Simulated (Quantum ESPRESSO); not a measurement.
# WS2 in Quantum ESPRESSO: the effect of functional

WS2:

```
CELL_PARAMETERS angstrom
3.18000 0.00000 0.00000
-1.59000 2.75396 0.00000
0.00000 0.00000 12.50000
ATOMIC_POSITIONS crystal
W 0.33333 0.66667 0.25000
W 0.66667 0.33333 0.75000
S 0.33333 0.66667 0.62000
S 0.66667 0.33333 0.12000
S 0.33333 0.66667 0.88000
S 0.66667 0.33333 0.38000
```

Alike in all runs:

```yaml
Program: Quantum ESPRESSO 7.5
Task: single point
Potentials_or_basis: PseudoDojo 0.4.1 SR PBE standard
Cutoff: 1007 eV
Density_cutoff: 4027 eV
k_mesh: 7 × 7 × 2
Occupations: gaussian, width 0.05 eV
Spin: collinear spin, ferromagnetic start
Starting_moments: "[2.0, 2.0, 0.0, 0.0, 0.0, 0.0] μB"
Hubbard_terms: W d U = 3 eV
```

Task: One run gave: gap on the mesh 1.10 eV; pressure -10.0 GPa; largest force 1.31 eV/Å. Which functional did it use?
A. LDA
B. RPBE
C. PBE
D. PBEsol
E. PW91

Result: A.

```tsv
functional	gap on the mesh (eV)	pressure (GPa)	largest force (eV/Å)
LDA	1.10	-10.0	1.31
PBEsol	1.13	-8.0	1.24
PBE	1.17	-3.5	1.04
revPBE	1.20	-1.8	1.03
RPBE	1.21	-1.1	1.02
PW91	1.16	-3.1	1.01
```

Caveats: spin-orbit coupling is left out, which moves the levels of the heavy elements; an odd mesh through Γ misses points on the zone boundary, where band edges often lie; the potentials were made for another functional, which shifts forces and pressure (some runs); this functional lacks dispersion, which binds the layers, so the pressure and a relaxed spacing across them are unreliable (some runs); forces of over 1 eV/Å show positions far from the minimum, so gaps and moduli don't describe the material at rest (some runs).
